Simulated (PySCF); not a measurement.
**WO(OH)2: singlet, from a trigonal planar start**

Where does singlet WO(OH)2 go from a trigonal planar start, is the end point a minimum, and what are its modes, charges and moments?

Computed with PySCF 2.14.0. Level: PBE0, basis W def2-SVP with ECP60, O def2-SVP, H def2-SVP, scalar-relativistic core potentials, no spin–orbit coupling, density fitting.

## (1) The starting structure

6 atoms, charge 0, spin multiplicity 1.

Bond lengths: W1–O2 1.770 Å, W1–O3 2.000 Å, W1–O4 2.000 Å, O3–H5 0.960 Å, O4–H6 0.960 Å. Angles: O2–W1–O3 120.0°, O2–W1–O4 120.0°, O3–W1–O4 120.0°, W1–O3–H5 130.0°, W1–O4–H6 130.0°.

```xyz
6
charge 0 multiplicity 1
W     0.0270   -0.0032    0.0000
O     1.7970   -0.0032    0.0000
O    -0.9730    1.7289    0.0000
O    -0.9730   -1.7353    0.0000
H    -0.6447    2.6310    0.0000
H    -1.9184   -1.9020    0.0000
```

## (2) Trigonal planar start, singlet: relaxation

The steps below are one call of a driver around PySCF. For each, scf.py gives the equivalent set-up of the SCF; relaxations use the driver's own optimiser. Before each start the driver seeks the lowest SCF state from one or more starting densities and follows internal instabilities, so scf.py alone need not reach the same state.

The program finds Cs symmetry in the start, which this walk keeps.

scf.py reads:

```python
from pyscf import gto, scf, dft
mol = gto.M(atom='''
W      0.026999    -0.003168     0.000000
O      1.796999    -0.003168     0.000000
O     -0.973001     1.728932     0.000000
O     -0.973001    -1.735268     0.000000
H     -0.644701     2.631032     0.000000
H     -1.918401    -1.901968     0.000000''',
    basis={'W': 'def2-SVP', 'O': 'def2-SVP', 'H': 'def2-SVP'},
    ecp={'W': 'def2-SVP'},
    charge=0, spin=0)
mf = dft.RKS(mol, xc='PBE0')
mf.grids.atom_grid = (50, 194)
aux = {'W': 'def2-universal-JKFIT', 'O': 'def2-universal-JKFIT', 'H': 'def2-universal-JKFIT'}
mf = mf.density_fit(auxbasis=aux)
mf.kernel()
```

Energy and gradient, step by step:

```tsv
step	energy (Eh)	change (kJ/mol)	largest symmetric gradient (Eh/bohr)
0	-293.601211	0.00	0.09066
1	-293.627905	-70.09	0.06134
2	-293.631242	-78.85	0.01306
3	-293.631888	-80.54	0.00347
4	-293.632283	-81.58	0.00371
5	-293.632447	-82.01	0.00273
6	-293.632541	-82.26	0.00391
7	-293.632661	-82.57	0.00537
8	-293.632781	-82.89	0.00466
9	-293.632878	-83.14	0.00220
10	-293.632917	-83.24	0.00211
11	-293.632921	-83.25	0.00276
12	-293.632935	-83.29	0.00087
13	-293.632937	-83.30	0.00052
14	-293.632939	-83.30	0.00034
15	-293.632941	-83.31	0.00025
```

The walk took 20 s on 4 threads, shared host.

End point (Cs, 15 steps, 83.3 kJ/mol gained): O–H 0.958 Å, O–H 0.962 Å, W–O 1.683 Å, W–O 1.845 Å, W–O 1.854 Å; H–O–W 139.4°, H–O–W 153.5°, O–W–O 112.9°, O–W–O 115.0°, O–W–O 132.1°.

## (3) Hessian and properties

On the finer grid the gradient is checked again; gradients at displacements of ±0.01 bohr then give force constants and infrared intensities.

scf.py, as its differences from that of step 2:

```diff
@@ -3,6 +3,6 @@
-W      0.026999    -0.003168     0.000000
-O      1.796999    -0.003168     0.000000
-O     -0.973001     1.728932     0.000000
-O     -0.973001    -1.735268     0.000000
-H     -0.644701     2.631032     0.000000
-H     -1.918401    -1.901968     0.000000''',
+W     -0.008632     0.001492     0.000000
+O      1.671021    -0.096137     0.000000
+O     -0.688765     1.727867     0.000000
+O     -0.823942    -1.654324     0.000000
+H     -0.357826     2.630875     0.000000
+H     -1.585527    -2.236215     0.000000''',
@@ -13 +13 @@
-mf.grids.atom_grid = (50, 194)
+mf.grids.atom_grid = (75, 302)
```

The driver hands on the density of the step before, so the log starts near convergence.

Log of the central SCF (cycles and frontier levels):

```text
init E= -293.632954402916
  HOMO = -0.20890317553831  LUMO = -0.0625357939174371  gap/eV = 3.98286
cycle= 1 E= -293.632954398679  delta_E= 4.24e-09  |g|= 0.000154  |ddm|= 0.000138
  HOMO = -0.20888351753911  LUMO = -0.0625122116099455  gap/eV = 3.98297
cycle= 2 E= -293.632954357349  delta_E= 4.13e-08  |g|= 0.000482  |ddm|= 0.000431
  HOMO = -0.208898460571998  LUMO = -0.0625302376974943  gap/eV = 3.98288
cycle= 3 E= -293.632954403397  delta_E= -4.6e-08  |g|= 4.67e-06  |ddm|= 0.000327
  HOMO = -0.208898479118115  LUMO = -0.0625302015346136  gap/eV = 3.98288
cycle= 4 E= -293.632954403401  delta_E= -4.32e-12  |g|= 1.86e-07  |ddm|= 3.02e-06
  HOMO = -0.208898416777433  LUMO = -0.0625301252929802  gap/eV = 3.98288
Extra cycle  E= -293.632954403402  delta_E= -1.14e-12  |g|= 2.39e-07  |ddm|= 5.29e-07
converged SCF energy = -293.632954403402
```

The whole step took 60 s.

Geometry: Cs; O–H 0.958 Å, O–H 0.962 Å, W–O 1.682 Å, W–O 1.846 Å, W–O 1.856 Å; H–O–W 138.4°, H–O–W 153.6°, O–W–O 112.9°, O–W–O 114.8°, O–W–O 132.3°.

Modes, for the most abundant isotopes:

```tsv
symmetry	ω (cm⁻¹)	IR (km/mol)
a''	128	30.1
a'	167	73.4
a'	220	77.5
a'	260	10.9
a'	390	190
a''	430	10.8
a''	463	147
a'	772	51.6
a'	787	124
a'	1072	135
a'	3948	344
a'	3990	360
```

No imaginary mode, so this is a minimum.

Constants and moments:

- Dipole moment: 3.27 D
- Highest occupied level: -5.68 eV
- Lowest empty level: -1.70 eV
- Rotational constants: 0.2571, 0.1622, 0.09947 cm⁻¹
- Zero-point energy: 75.5 kJ/mol
- Principal polarisabilities: 45.5, 50.7, 51.7 bohr³
- Atomisation energy without zero-point energy: 2515 kJ/mol
- Principal traceless quadrupole moments about the centre of mass: -8.22, -7.79, 16.01 D Å
- Entropy at 298.15 K and 1 bar: 334.5 J/(mol K)
- Heat capacity Cp at 298.15 K: 88.8 J/(mol K)
- Enthalpy at 298.15 K above 0 K: 18.71 kJ/mol
- Rotational symmetry number: 1

Charges (e) and bond orders:

```csv
atom,Mulliken,Löwdin,polar tensor,Mayer order to W1
W1,0.70,0.09,1.40,–
O2,-0.31,-0.11,-0.65,2.29
O3,-0.43,-0.12,-0.76,1.23
O4,-0.43,-0.11,-0.79,1.20
H5,0.24,0.12,0.39,0.04
H6,0.23,0.12,0.40,0.04
```

Outer orbital energies (eV). occupied: -11.81, -11.14, -10.97, -10.83, -10.24, -9.95, -9.52, -5.68; empty: -1.70, -1.17, 0.12, 0.44.

Mulliken populations on W1 (outside its core potential): s 2.99, p 6.29, d 3.85, f 0.16.

## (4) Would spin polarisation lower it?

At the lowest minimum the closed shell is tested against spin polarisation, on the (50, 194) grid. It is stable.

## (5) Summary of results

```
                                 quantity                                                                                                                                  value
                                  minimum                                                                                                                            singlet, Cs
                                 geometry  O–H 0.958 Å, O–H 0.962 Å, W–O 1.682 Å, W–O 1.846 Å, W–O 1.856 Å; H–O–W 138.4°, H–O–W 153.6°, O–W–O 112.9°, O–W–O 114.8°, O–W–O 132.3°
                       wavenumbers (cm⁻¹)           128 (a''), 167 (a'), 220 (a'), 260 (a'), 390 (a'), 430 (a''), 463 (a''), 772 (a'), 787 (a'), 1072 (a'), 3948 (a'), 3990 (a')
                            dipole moment                                                                                                                                 3.27 D
     highest occupied, lowest empty level                                                                                                                        -5.68, -1.70 eV
                polar-tensor charge of W1                                                                                                                                +1.40 e
                        zero-point energy                                                                                                                            75.5 kJ/mol
                      entropy at 298.15 K                                                                                                                        334.5 J/(mol K)
atomisation energy (no zero-point energy)                                                                                                                            2515 kJ/mol
```

**Reading.** The molecule stays Cs, as typed, and the end point is a minimum. In the infrared the band at 3990 cm⁻¹ (a') leads. Other starts or spin states, not run here, may lie lower. Spin–orbit coupling, left out here, can matter for elements this heavy.

The search up to here took 86 s.
